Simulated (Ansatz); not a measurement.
**C₇H₁₂O₂: one species, many methods**

Aim: compute C₇H₁₂O₂ with functionals from several rungs and with coupled cluster, and see how far each lands from CCSD(T) at the basis-set limit for the atomisation energy.

Program: Ansatz 0.2.0, Gaussian basis. Level of theory: functionals in def2-TZVPP, the program's frozen cores in correlated methods. These are calculated values, not measurements.

The runs, in order: LDA (SPW92), PBE-D4, revPBE-D4, BLYP-D4, r2SCAN-D4, B97M-V, PBE0-D4, B3LYP-D4, r2SCANh-D4, r2SCAN0-D4, HSE06-D4, BHLYP-D4, CAM-B3LYP-D4, LC-ωPBE, ωB97X-V, ωB97M-V, B2PLYP, PBE-QIDH; CCSD(T)/def2-SVP; CCSD(T)/def2-TZVPP; MP2/def2-QZVPP; extrapolation to the limit; RPA on PBE.

## Step 1: Structure used throughout

All runs share one geometry, relaxed beforehand with PBE0-D4 in a triple-zeta def2 set.

21 atoms, charge 0, spin multiplicity 1.

Atoms are counted from 1 here; the program's logs count them from 0.

Bond lengths: C1–C2 1.325 Å, C1–H10 1.084 Å, C1–H11 1.086 Å, C2–C3 1.493 Å, C2–H12 1.087 Å, C3–C4 1.523 Å, C3–H13 1.095 Å, C3–H14 1.093 Å, C4–C5 1.505 Å, C4–H15 1.096 Å, C4–H16 1.093 Å, C5–O6 1.203 Å, C5–O7 1.338 Å, O7–C8 1.434 Å, C8–C9 1.509 Å, C8–H17 1.091 Å, C8–H18 1.091 Å, C9–H19 1.092 Å and more. Angles: C2–C1–H10 121.6°, C2–C1–H11 121.5°, H10–C1–H11 116.9°, C1–C2–C3 124.6°, C1–C2–H12 119.6°, C3–C2–H12 115.8°, C2–C3–C4 112.9°, C2–C3–H13 109.3°, C2–C3–H14 109.6°, C4–C3–H13 108.4°, C4–C3–H14 108.9°, H13–C3–H14 107.6°, C3–C4–C5 113.3°, C3–C4–H15 110.4°, C3–C4–H16 111.5°, C5–C4–H15 106.4°, C5–C4–H16 108.7°, H15–C4–H16 106.1° and more.

Geometry (Å):

```mol
C7H12O2
  3D, bonds by distance, orders not assigned

 21 20  0  0  0  0  0  0  0  0999 V2000
   -1.9082   -0.0792   -3.3707 C   0  0
   -1.1484    0.3493   -2.3727 C   0  0
    0.2643   -0.0750   -2.1402 C   0  0
    0.4501   -0.8174   -0.8232 C   0  0
    0.2459    0.0542    0.3860 C   0  0
    0.2211    1.2569    0.3772 O   0  0
    0.1147   -0.6868    1.4926 O   0  0
   -0.0282    0.0273    2.7276 C   0  0
    1.3130    0.4240    3.2940 C   0  0
   -2.9309    0.2588   -3.4915 H   0  0
   -1.5315   -0.7804   -4.1098 H   0  0
   -1.5551    1.0567   -1.6538 H   0  0
    0.9113    0.8081   -2.1326 H   0  0
    0.5941   -0.7186   -2.9600 H   0  0
    1.4684   -1.2157   -0.7494 H   0  0
   -0.2183   -1.6787   -0.7505 H   0  0
   -0.5486   -0.6682    3.3868 H   0  0
   -0.6581    0.9020    2.5584 H   0  0
    1.9510   -0.4514    3.4314 H   0  0
    1.8172    1.1312    2.6343 H   0  0
    1.1763    0.9031    4.2663 H   0  0
  1  2  8  0
  2  3  8  0
  3  4  8  0
  4  5  8  0
  5  6  8  0
  5  7  8  0
  7  8  8  0
  8  9  8  0
  1 10  8  0
  1 11  8  0
  2 12  8  0
  3 13  8  0
  3 14  8  0
  4 15  8  0
  4 16  8  0
  8 17  8  0
  8 18  8  0
  9 19  8  0
  9 20  8  0
  9 21  8  0
M  END
```

## Step 2: LDA

This LDA is Slater exchange with PW92 correlation.

File in.yaml:

```yaml
crystal:
  periodic: [false, false, false]
  atoms:
    - {symbol: C, position_ang: [-1.908153, -0.079172, -3.370679]}
    - {symbol: C, position_ang: [-1.148438, 0.349251, -2.372655]}
    - {symbol: C, position_ang: [0.264282, -0.074966, -2.140171]}
    - {symbol: C, position_ang: [0.450103, -0.817440, -0.823213]}
    - {symbol: C, position_ang: [0.245930, 0.054206, 0.385950]}
    - {symbol: O, position_ang: [0.221070, 1.256880, 0.377184]}
    - {symbol: O, position_ang: [0.114657, -0.686819, 1.492556]}
    - {symbol: C, position_ang: [-0.028162, 0.027281, 2.727563]}
    - {symbol: C, position_ang: [1.313001, 0.423968, 3.293981]}
    - {symbol: H, position_ang: [-2.930857, 0.258825, -3.491459]}
    - {symbol: H, position_ang: [-1.531507, -0.780417, -4.109777]}
    - {symbol: H, position_ang: [-1.555106, 1.056681, -1.653799]}
    - {symbol: H, position_ang: [0.911253, 0.808121, -2.132629]}
    - {symbol: H, position_ang: [0.594132, -0.718596, -2.960033]}
    - {symbol: H, position_ang: [1.468356, -1.215735, -0.749398]}
    - {symbol: H, position_ang: [-0.218324, -1.678745, -0.750517]}
    - {symbol: H, position_ang: [-0.548650, -0.668239, 3.386788]}
    - {symbol: H, position_ang: [-0.658128, 0.902034, 2.558359]}
    - {symbol: H, position_ang: [1.951014, -0.451383, 3.431393]}
    - {symbol: H, position_ang: [1.817237, 1.131180, 2.634250]}
    - {symbol: H, position_ang: [1.176280, 0.903083, 4.266315]}
basis:
  gaussian: {orbitals: def2-TZVPP}
hamiltonian: {xc: lda}
output: {orbitals: {seedname: orbitals}}
```

Started as:

```console
$ ansatz run in.yaml --threads 4 --pin off --events-out ev --progress --plain --max-ram 66560MiB --backend cuda --devices 0, --max-vram 37GiB
```

Further steps of the session: PBE-D4 (GGA); revPBE-D4 (GGA); BLYP-D4 (GGA); r2SCAN-D4 (meta-GGA); B97M-V (meta-GGA); B3LYP-D4 (hybrid); r2SCANh-D4 (hybrid); r2SCAN0-D4 (hybrid); HSE06-D4 (hybrid); BHLYP-D4 (hybrid); CAM-B3LYP-D4 (range-separated); LC-ωPBE (range-separated); ωB97X-V (range-separated); ωB97M-V (range-separated); B2PLYP (double hybrid); PBE-QIDH (double hybrid); CCSD(T) in def2-SVP; CCSD(T) in def2-TZVPP; MP2 in def2-QZVPP; RPA on PBE orbitals.

Q: Predict the results of all the runs planned. Wanted: atomisation energy, CCSD(T)/CBS; farthest beyond LDA; mean size of error, GGA; mean size of error, meta-GGA; mean size of error, hybrid; mean size of error, range-separated; mean size of error, double hybrid; gap, smallest and largest; T1 diagnostic.

**Answer**, as computed:

| quantity | value |
| --- | --- |
| atomisation energy, CCSD(T)/CBS | 2119.4 kcal/mol |
| functionals within 10.6 kcal/mol (0.5 %) | revPBE-D4, BLYP-D4, B97M-V, B3LYP-D4, r2SCANh-D4, LC-ωPBE, ωB97X-V, ωB97M-V, PBE-QIDH |
| farthest beyond LDA | BHLYP-D4 (-62.9 kcal/mol) |
| mean size of error, GGA | 24.0 kcal/mol |
| mean size of error, meta-GGA | 8.2 kcal/mol |
| mean size of error, hybrid | 21.8 kcal/mol |
| mean size of error, range-separated | 7.7 kcal/mol |
| mean size of error, double hybrid | 9.3 kcal/mol |
| gap, smallest and largest | 5.35 eV (LDA (SPW92)), 12.71 eV (LC-ωPBE) |
| T1 diagnostic | 0.0129 |
| triples share of the correlation energy | 4.1 % |

The LDA atomisation energy is off by 325.7 kcal/mol (15 %): it overbinds. PBE-D4 is off by +61.6 kcal/mol. Double hybrids carry the basis error of their MP2 part in triple zeta, and no dispersion term here, so their miss is partly the set-up's. The rungs range-separated, meta-GGA, double hybrid miss on average by less than the doubt on the reference (10.6 kcal/mol), so they tie. Misses under about 10.6 kcal/mol are within the doubt on the reference itself, which lacks core-valence correlation, relativity and higher excitations. Hartree-Fock recovers 73 % of the binding; the rest is correlation. CCSD(T) in def2-SVP is off by -79.9 kcal/mol, worse than the median functional, from the basis alone. The gap grows from 5.3 to 12.7 eV across the functionals, mostly with the share of exact exchange.
